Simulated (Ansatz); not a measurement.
# C₃H₁₁GaS: how energies converge with the basis set

The task here is to estimate one member of a computed series from the others.

Program: Ansatz 0.2.0, Gaussian basis. Level of theory: one geometry, several basis sets. These are calculated values, not measurements.

The runs, in order: PBE0-D4/def2-SVP; ωB97M-V/def2-SVP; PBE0-D4/def2-QZVPP; ωB97M-V/def2-QZVPP; the functionals' def2-TZVPP values are taken from earlier runs.

## The relaxed structure

The geometry comes from an earlier relaxation with PBE0-D4 in a triple-zeta def2 set; it is a stationary point, not always the lowest conformer.

SMILES `[CH3][Ga-]([CH3])([CH3])[SH2+]`, 16 atoms, charge 0, spin multiplicity 1.

Atoms are counted from 1 here; the program's logs count them from 0.

Bond lengths: C1–Ga2 1.990 Å, C1–H6 1.095 Å, C1–H7 1.093 Å, C1–H8 1.093 Å, Ga2–C3 1.987 Å, Ga2–C4 1.987 Å, Ga2–S5 2.701 Å, C3–H9 1.093 Å, C3–H10 1.093 Å, C3–H11 1.095 Å, C4–H12 1.093 Å, C4–H13 1.095 Å, C4–H14 1.093 Å, S5–H15 1.343 Å, S5–H16 1.343 Å. Angles: Ga2–C1–H6 109.6°, Ga2–C1–H7 112.2°, Ga2–C1–H8 112.2°, H6–C1–H7 107.0°, H6–C1–H8 107.0°, H7–C1–H8 108.5°, C1–Ga2–C3 118.8°, C1–Ga2–C4 118.8°, C1–Ga2–S5 97.0°, C3–Ga2–C4 119.3°, C3–Ga2–S5 95.5°, C4–Ga2–S5 95.4°, Ga2–C3–H9 112.3°, Ga2–C3–H10 112.1°, Ga2–C3–H11 109.5°, H9–C3–H10 108.5°, H9–C3–H11 107.1°, H10–C3–H11 107.2° and more.

Geometry (Å):

```xyz
16
charge 0, multiplicity 1
C    -0.5331    1.2893   -1.3541
Ga    0.2294   -0.1547   -0.2176
C     2.0047    0.1312    0.6278
C    -0.4545   -2.0074   -0.4389
S    -1.2077    0.3851    2.0049
H    -0.0732    1.2564   -2.3471
H    -0.3392    2.2841   -0.9443
H    -1.6112    1.1777   -1.4967
H     2.1374    1.1584    0.9769
H     2.1723   -0.5450    1.4695
H     2.7936   -0.0629   -0.1058
H    -0.2363   -2.6317    0.4309
H     0.0291   -2.4750   -1.3024
H    -1.5319   -2.0327   -0.6220
H    -1.0098    1.7133    1.9819
H    -2.3925    0.4911    1.3813
```

The first run:

in.yaml reads:

```yaml
crystal:
  periodic: [false, false, false]
  atoms:
    - {symbol: C, position_ang: [-0.533103, 1.289317, -1.354131]}
    - {symbol: Ga, position_ang: [0.229429, -0.154738, -0.217622]}
    - {symbol: C, position_ang: [2.004686, 0.131222, 0.627785]}
    - {symbol: C, position_ang: [-0.454541, -2.007355, -0.438876]}
    - {symbol: S, position_ang: [-1.207730, 0.385110, 2.004866]}
    - {symbol: H, position_ang: [-0.073223, 1.256399, -2.347101]}
    - {symbol: H, position_ang: [-0.339213, 2.284094, -0.944277]}
    - {symbol: H, position_ang: [-1.611237, 1.177673, -1.496737]}
    - {symbol: H, position_ang: [2.137355, 1.158450, 0.976944]}
    - {symbol: H, position_ang: [2.172314, -0.545034, 1.469451]}
    - {symbol: H, position_ang: [2.793614, -0.062909, -0.105818]}
    - {symbol: H, position_ang: [-0.236295, -2.631693, 0.430935]}
    - {symbol: H, position_ang: [0.029105, -2.474980, -1.302391]}
    - {symbol: H, position_ang: [-1.531866, -2.032743, -0.621975]}
    - {symbol: H, position_ang: [-1.009775, 1.713315, 1.981870]}
    - {symbol: H, position_ang: [-2.392520, 0.491072, 1.381276]}
basis:
  gaussian: {orbitals: def2-SVP}
hamiltonian: {xc: pbe0, dispersion: d4}
output: {orbitals: {seedname: orbitals}}
```

Command:

```bash
$ ansatz run in.yaml --threads 4 --pin off --events-out ev --progress --plain --max-ram 11315MiB
```

Steps of the session up to this table: PBE0-D4 in def2-SVP; ωB97M-V in def2-SVP; PBE0-D4 in def2-QZVPP; ωB97M-V in def2-QZVPP.

One table of the session follows, with a row left open; its other results are not shown here.

It belongs to the step «Functionals by basis». 

| functional | basis | HOMO (eV) | LUMO (eV) |
| --- | --- | --- | --- |
| PBE0-D4 | def2-SVP | -6.97 | 0.25 |
| PBE0-D4 | def2-TZVPP | -7.04 | -0.23 |
| PBE0-D4 | def2-QZVPP | ? | ? |
| ωB97M-V | def2-SVP | -9.19 | 2.14 |
| ωB97M-V | def2-TZVPP | -9.28 | 1.54 |
| ωB97M-V | def2-QZVPP | -9.29 | 1.01 |

Estimate the missing values for PBE0-D4, def2-QZVPP.

**Answer.** HOMO (eV): -7.06; LUMO (eV): -0.32. In the column «HOMO (eV)» it lies between ωB97M-V, def2-SVP (-9.19) and PBE0-D4, def2-TZVPP (-7.04).
